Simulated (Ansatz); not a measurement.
**CH5GaO (SMILES C[O][GaH2]): B2PLYP/cc-pVDZ**

Aim: the vertical ionisation energy of CH5GaO at B2PLYP/cc-pVDZ, from 2 runs. 

Program for the calculation: Ansatz 0.2.0.

56 further runs of the same task are left out: 56 set aside as unsound or not needed.

## (1) The structure to begin with

The species is CH5GaO (8 atoms), meant as a singlet with charge 0. SMILES: `C[O][GaH2]`. The coordinates come from a PBE0-D4/def2-TZVP relaxation.

Bond lengths: C1–O2 1.402 Å, O2–Ga3 1.782 Å, C1–H4 1.096 Å, C1–H5 1.099 Å, C1–H6 1.096 Å, Ga3–H7 1.565 Å, Ga3–H8 1.555 Å. Angles: C1–O2–Ga3 123.8°, O2–C1–H4 110.0°, O2–C1–H5 113.2°, O2–C1–H6 110.0°, O2–Ga3–H7 115.8°, O2–Ga3–H8 113.9°, H4–C1–H5 107.8°, H4–C1–H6 107.8°, H5–C1–H6 107.8°, H7–Ga3–H8 130.3°.

## (2) A single-point energy at B2PLYP/cc-pVDZ

in.yaml reads:

```yaml
crystal:
  periodic: [false, false, false]
  atoms:
    - {symbol: C, position_ang: [-0.616800, 0.972600, -0.422900]}
    - {symbol: O, position_ang: [-0.705300, -0.273500, 0.213500]}
    - {symbol: Ga, position_ang: [0.703200, -1.302000, 0.579300]}
    - {symbol: H, position_ang: [-1.200200, 0.962000, -1.350600]}
    - {symbol: H, position_ang: [0.414200, 1.256200, -0.676600]}
    - {symbol: H, position_ang: [-1.030600, 1.754200, 0.224300]}
    - {symbol: H, position_ang: [2.093900, -0.732800, 0.142900]}
    - {symbol: H, position_ang: [0.341700, -2.636700, 1.290100]}
basis:
  gaussian: {orbitals: cc-pVDZ}
hamiltonian: {xc: {name: B2PLYP}}
correlation: {frozen_orbitals: {C: 1, Ga: 9, H: 0, O: 1}}
accuracy: high
output: {orbitals: {seedname: orbitals}}
```

Run with:

```console
$ ansatz run in.yaml --threads 1 --pin off --max-ram 3480MiB --events-out events.jsonl --progress --plain --runs-dir runs
```

Log:

```text
Warning: RAYON_NUM_THREADS=1 ignored (pool sized by the plan → 1); use --threads N
Functional definition: B2PLYP
  name "B2PLYP"
  parameter a = 0.53
  parameter c = 0.27
  exchange = (1 - a)*b88_x + a*exact_x
  correlation = (1 - c)*lyp_c + c*(mp2_os + mp2_ss)
1865 factors; integrals over basis functions are off by at most 4.4e-9 eV
mean field evaluation 1: about -55520.7736 eV, gradient 4.1e1 eV
mean field evaluation 2: about -55521.0601 eV, gradient 4.1e1 eV
mean field evaluation 4: about -55524.3859 eV, gradient 5.2e0 eV
mean field evaluation 8: about -55524.4477 eV, gradient 3.2e-1 eV
mean field evaluation 16: about -55524.4479 eV, gradient 6.5e-5 eV
mean field -55524.44790937 eV, -2040.4858248468 hartree, gradient 3.8e-8 eV, S^2 0.000000; 0 other end points of the search recorded, 0 dependent functions left out
11 core orbitals not correlated: weight in the atoms' cores, before any rotation towards them, 1.000 or more for the frozen orbitals, at most 0.000 for the correlated occupied ones
reference -55524.44793497 eV, -2040.4858257876 hartree; 14, 14 occupied and 55, 55 virtual orbitals, 1865 factors
second order -14.25581587 eV of doubles, -0.00000000 eV of singles
Total energy: -55528.29700525 eV, -2040.6272765116 hartree
```

Wall time 12 s (1 thread of Arm Neoverse V1, shared host); peak memory 0.27 GiB.

## (3) The doublet cation

molecule.yaml reads:

```yaml
crystal:
  periodic: [false, false, false]
  atoms:
    - {symbol: C, position_ang: [-0.616800, 0.972600, -0.422900]}
    - {symbol: O, position_ang: [-0.705300, -0.273500, 0.213500]}
    - {symbol: Ga, position_ang: [0.703200, -1.302000, 0.579300]}
    - {symbol: H, position_ang: [-1.200200, 0.962000, -1.350600]}
    - {symbol: H, position_ang: [0.414200, 1.256200, -0.676600]}
    - {symbol: H, position_ang: [-1.030600, 1.754200, 0.224300]}
    - {symbol: H, position_ang: [2.093900, -0.732800, 0.142900]}
    - {symbol: H, position_ang: [0.341700, -2.636700, 1.290100]}
basis:
  gaussian: {orbitals: cc-pVDZ}
total_charge: 1
magnetization: {spin_polarized: true, initial_magnetization: 1}
correlation: {frozen_orbitals: {C: 1, Ga: 9, H: 0, O: 1}}
output: {orbitals: {seedname: orbitals}}
accuracy: high
hamiltonian: {xc: {name: B2PLYP}}
```

Run with:

```console
$ ansatz run molecule.yaml --threads 1 --pin off --max-ram 3480MiB --events-out events.jsonl --progress --plain --runs-dir runs
```

Log, shortened:

```text
Warning: RAYON_NUM_THREADS=1 ignored (pool sized by the plan → 1); use --threads N
[... 2 set-up lines as earlier in the session ...]
[...]
1862 factors; integrals over basis functions are off by at most 4.5e-9 eV
[...]
mean field -55514.81165251 eV, -2040.1316989390 hartree, gradient 1.5e-8 eV, S^2 0.757126; 4 other end points of the search recorded, 0 dependent functions left out
11 core orbitals not correlated: weight in the atoms' cores, before any rotation towards them, 1.000 or more for the frozen orbitals, at most 0.000 for the correlated occupied ones
reference -55514.81167817 eV, -2040.1316998820 hartree; 14, 13 occupied and 55, 56 virtual orbitals, 1862 factors
second order -12.58171647 eV of doubles, -0.00000000 eV of singles
Total energy: -55518.20874162 eV, -2040.2565396611 hartree
```

Wall time 34 s (1 thread of Arm Neoverse V1, shared host); peak memory 0.54 GiB.

## (4) What came out

At B2PLYP/cc-pVDZ, 11 core orbitals frozen:

```
                                                                quantity           value
                                            singlet CH5GaO: total energy  -2040.62728 Eh
                       singlet CH5GaO: HOMO energy (SCF part's orbitals)        -9.08 eV
                       singlet CH5GaO: LUMO energy (SCF part's orbitals)        -0.14 eV
                     singlet CH5GaO: HOMO–LUMO gap (SCF part's orbitals)         8.93 eV
                                            doublet cation: total energy  -2040.25654 Eh
doublet cation: HOMO energy (SCF part's orbitals) (highest over α and β)       -15.26 eV
 doublet cation: LUMO energy (SCF part's orbitals) (lowest over α and β)       -10.34 eV
                                                    doublet cation: ⟨S²⟩           0.757
                      vertical ionisation energy (to the doublet cation)       10.088 eV
```

In words: Removing an electron at fixed nuclei costs 10.09 eV (973 kJ/mol). The negative HOMO energy of the first species, 9.08 eV, lies 1.01 eV below that difference.
